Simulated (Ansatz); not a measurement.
**C2H5FO2Si: up Jacob's ladder to CCSD(T)**

Aim: compute C2H5FO2Si with functionals from several rungs and with coupled cluster, and see how far each lands from CCSD(T) at the basis-set limit for the atomisation energy.

Program: Ansatz 0.2.0, Gaussian basis. Level of theory: functionals in def2-TZVPP, the program's frozen cores in correlated methods. These are calculated values, not measurements.

The runs, in order: PBE-D4, r2SCAN-D4, PBE0-D4, B3LYP-D4, ωB97X-V, ωB97M-V, B2PLYP; CCSD(T)/def2-TZVPP; MP2/def2-QZVPP; extrapolation to the limit.

### 1 The geometry

An earlier PBE0-D4 in a triple-zeta def2 set relaxation fixed the geometry.

11 atoms, charge 0, spin multiplicity 1.

Atoms are counted from 1 here; the program's logs count them from 0.

Bond lengths: O1–C2 1.211 Å, C2–Si3 1.923 Å, C2–H7 1.112 Å, Si3–O4 1.637 Å, Si3–C5 1.890 Å, Si3–H8 1.485 Å, O4–H9 0.965 Å, C5–F6 1.394 Å, C5–H10 1.095 Å, C5–H11 1.095 Å. Angles: O1–C2–Si3 116.9°, O1–C2–H7 119.3°, Si3–C2–H7 123.8°, C2–Si3–O4 104.0°, C2–Si3–C5 109.8°, C2–Si3–H8 110.4°, O4–Si3–C5 110.8°, O4–Si3–H8 112.6°, C5–Si3–H8 109.2°, Si3–O4–H9 112.4°, Si3–C5–F6 108.2°, Si3–C5–H10 112.0°, Si3–C5–H11 111.8°, F6–C5–H10 108.5°, F6–C5–H11 108.4°, H10–C5–H11 107.8°.

### 2 PBE-D4 (GGA)

File in.yaml:

```yaml
crystal:
  periodic: [false, false, false]
  atoms:
    - {symbol: O, position_ang: [-2.248720, -0.949461, -0.549261]}
    - {symbol: C, position_ang: [-1.453191, -0.790170, 0.350134]}
    - {symbol: Si, position_ang: [0.380729, -0.502356, -0.151444]}
    - {symbol: O, position_ang: [0.361537, -0.578903, -1.786132]}
    - {symbol: C, position_ang: [0.943718, 1.204587, 0.433816]}
    - {symbol: F, position_ang: [0.909644, 1.220461, 1.827695]}
    - {symbol: H, position_ang: [-1.811457, -0.808311, 1.402855]}
    - {symbol: H, position_ang: [1.252713, -1.538497, 0.457112]}
    - {symbol: H, position_ang: [-0.522028, -0.746506, -2.135643]}
    - {symbol: H, position_ang: [1.964035, 1.433153, 0.109422]}
    - {symbol: H, position_ang: [0.288318, 1.998902, 0.062245]}
basis:
  gaussian: {orbitals: def2-TZVPP}
hamiltonian: {xc: pbe, dispersion: d4}
output: {forces: true, orbitals: {seedname: orbitals}}
```

The run is started by

```
> ansatz run in.yaml --threads 4 --pin off --events-out ev --progress --plain --max-ram 10444MiB
```

Further steps of the session: r2SCAN-D4 (meta-GGA); PBE0-D4 (hybrid); B3LYP-D4 (hybrid); ωB97X-V (range-separated); ωB97M-V (range-separated); B2PLYP (double hybrid); CCSD(T) in def2-TZVPP; MP2 in def2-QZVPP.

Before running them: what should the planned runs give, taken together? Wanted: atomisation energy, CCSD(T)/CBS; farthest; mean size of error, hybrid; mean size of error, range-separated; gap, smallest and largest; T1 diagnostic; triples share of the correlation energy.

As calculated:

| quantity | value |
| --- | --- |
| atomisation energy, CCSD(T)/CBS | 4292.7 kJ/mol |
| functionals within 21.5 kJ/mol (0.5 %) | r2SCAN-D4, PBE0-D4, B3LYP-D4, ωB97X-V, ωB97M-V |
| farthest | PBE-D4 (+107.4 kJ/mol) |
| mean size of error, hybrid | 17.6 kJ/mol |
| mean size of error, range-separated | 7.4 kJ/mol |
| gap, smallest and largest | 2.84 eV (PBE-D4), 10.27 eV (ωB97X-V) |
| T1 diagnostic | 0.0138 |
| triples share of the correlation energy | 3.7 % |

What this shows: PBE-D4 is off by +107.4 kJ/mol. Double hybrids carry the basis error of their MP2 part in triple zeta, and no dispersion term here, so their miss is partly the set-up's. The reference freezes the cores and leaves out relativity and excitations past (T), so misses under about 21.5 kJ/mol can't be ranked. Hartree-Fock recovers 70 % of the binding; the rest is correlation. Orbital gaps span 2.8 to 10.3 eV; exact exchange widens them.
